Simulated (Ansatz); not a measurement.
# CH5InO2Si: how energies converge with the basis set

Aim: see how fast density functionals converge with the basis set for CH5InO2Si.

Computed with Ansatz 0.2.0, Gaussian basis. Level: one geometry, several basis sets.

Levels to be run: PBE0-D4/def2-SVP; ωB97M-V/def2-SVP; PBE0-D4/def2-QZVPP; ωB97M-V/def2-QZVPP; the functionals' def2-TZVPP values are taken from earlier runs.

### 1 The relaxed structure

The geometry comes from an earlier relaxation with PBE0-D4 in a triple-zeta def2 set; it is a stationary point, not always the lowest conformer. In takes the def2 core potential; no spin-orbit term is included.

SMILES `O=[CH][InH][SiH2]O`, 10 atoms, charge 0, spin multiplicity 1.

Atoms are counted from 1 here; the program's logs count them from 0.

Bond lengths: O1–C2 1.213 Å, C2–In3 2.263 Å, C2–H6 1.118 Å, In3–Si4 2.578 Å, In3–H7 1.724 Å, Si4–O5 1.644 Å, Si4–H8 1.490 Å, Si4–H9 1.492 Å, O5–H10 0.970 Å. Angles: O1–C2–In3 117.3°, O1–C2–H6 117.0°, In3–C2–H6 125.7°, C2–In3–Si4 101.3°, C2–In3–H7 118.9°, Si4–In3–H7 139.9°, In3–Si4–O5 105.5°, In3–Si4–H8 112.3°, In3–Si4–H9 111.3°, O5–Si4–H8 110.2°, O5–Si4–H9 111.0°, H8–Si4–H9 106.7°, Si4–O5–H10 115.4°.

Coordinates:

```
O    -0.5534    1.9491    0.7346
C     0.4208    1.5180    1.3138
In    1.1831   -0.5198    0.6915
Si   -0.5121   -1.1526   -1.1452
O    -1.5000    0.1529   -1.2991
H     0.8641    2.1643    2.1112
H     2.5766   -1.1626    1.4778
H     0.1493   -1.4536   -2.4461
H    -1.2893   -2.3689   -0.7690
H    -1.3389    0.8733   -0.6696
```

### 2 PBE0-D4 in def2-SVP

Contents of in.yaml:

```yaml
crystal:
  periodic: [false, false, false]
  atoms:
    - {symbol: O, position_ang: [-0.553387, 1.949059, 0.734598]}
    - {symbol: C, position_ang: [0.420756, 1.518025, 1.313819]}
    - {symbol: In, position_ang: [1.183130, -0.519828, 0.691530]}
    - {symbol: Si, position_ang: [-0.512143, -1.152645, -1.145170]}
    - {symbol: O, position_ang: [-1.500034, 0.152887, -1.299103]}
    - {symbol: H, position_ang: [0.864064, 2.164278, 2.111204]}
    - {symbol: H, position_ang: [2.576580, -1.162579, 1.477813]}
    - {symbol: H, position_ang: [0.149251, -1.453633, -2.446141]}
    - {symbol: H, position_ang: [-1.289323, -2.368850, -0.769003]}
    - {symbol: H, position_ang: [-1.338903, 0.873276, -0.669557]}
basis:
  gaussian: {orbitals: def2-SVP}
hamiltonian: {xc: pbe0, dispersion: d4}
output: {orbitals: {seedname: orbitals}}
```

Launch:

```bash
$ ansatz run in.yaml --threads 4 --pin off --events-out ev --progress --plain --max-ram 10444MiB
```

The runs that follow: ωB97M-V in def2-SVP; PBE0-D4 in def2-QZVPP; ωB97M-V in def2-QZVPP.

Q: Predict the results of all the runs planned. Wanted: PBE0-D4: double and triple zeta above quadruple; ωB97M-V: double and triple zeta above quadruple.

As calculated:

| quantity | value |
| --- | --- |
| PBE0-D4: double and triple zeta above quadruple | 9.94, 0.60 eV |
| ωB97M-V: double and triple zeta above quadruple | 10.11, 0.57 eV |

PBE0-D4 gains 9.34 eV from double to triple zeta, then 0.60 eV more. Total energies overstate the basis error of differences, where much of it tends to cancel.
